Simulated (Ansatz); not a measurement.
AlClH6OSi2, SMILES O[SiH2][SiH]([AlH2])Cl, energies of removing a hydrogen

With the Ansatz DFT code, driven from Python.

The cells in order, each with its output:

```python
import ansatz as az
```

```python
def total_energy(molecule, charge=0, unpaired=0):
    calc = (
        molecule.calculation()
        .basis(gaussian="def2-TZVP")
        .functional("r2scan0")
    )
    if charge:
        calc = calc.charge(charge)
    if unpaired:
        calc = calc.spin("collinear", total=unpaired)
    return calc.run().report["free_energy_ev"]
```

```python
GEOMETRY = """
O    -1.73900    1.43110   -0.29440
Si   -1.02680    0.25000   -1.23710
Si    0.99770   -0.11320   -0.45410
Al    0.94450   -0.81730    1.79900
Cl    2.14030    1.65190   -0.54880
H    -1.88730    1.09500    0.59440
H    -1.77980   -0.98680   -1.15350
H    -0.89180    0.70630   -2.64380
H     1.69640   -1.13580   -1.20200
H     1.44620   -2.25440    2.25320
H     0.16490    0.11610    2.90780
"""
```

```python
def without(molecule, index):
    rest = az.Crystal.molecule()
    for i, site in enumerate(molecule.cartesian_sites):
        if i != index:
            rest = rest.atom(site.symbol, site.position_ang)
    return rest
```

```python
system = az.Crystal.molecule()
for line in GEOMETRY.strip().splitlines():
    symbol, *xyz = line.split()
    system = system.atom(symbol, [float(v) for v in xyz])
```

```python
whole = total_energy(system, 0)
hydrogen = total_energy(az.Crystal.molecule().atom("H", (0, 0, 0)), 0, 1)
print(f"E(molecule) = {whole:.5f} eV, E(H) = {hydrogen:.5f} eV")
for index in [5, 7, 8]:
    radical = total_energy(without(system, index), 0, 1)
    print(f"H{index}: homolysis {96.485332 * (radical + hydrogen - whole):.1f} kJ/mol")
```

    E(molecule) = -37018.42699 eV, E(H) = -13.60215 eV
    H5: homolysis 480.5 kJ/mol
    H7: homolysis 371.0 kJ/mol
    H8: homolysis 346.1 kJ/mol

Caveats:
- Total energies depend on the basis set; only differences at equal settings carry meaning.
- The geometry is a force-field or estimated start, not a minimum of this method, and the basis set is short of its limit. All parts are taken at fixed geometry, without zero-point energy.
- Run time: 4.3 min on 1 thread of Arm Neoverse V1, on a shared host, peak memory 1.3 GiB.

(Lines on the test bed's own set-up are left out of the output.)
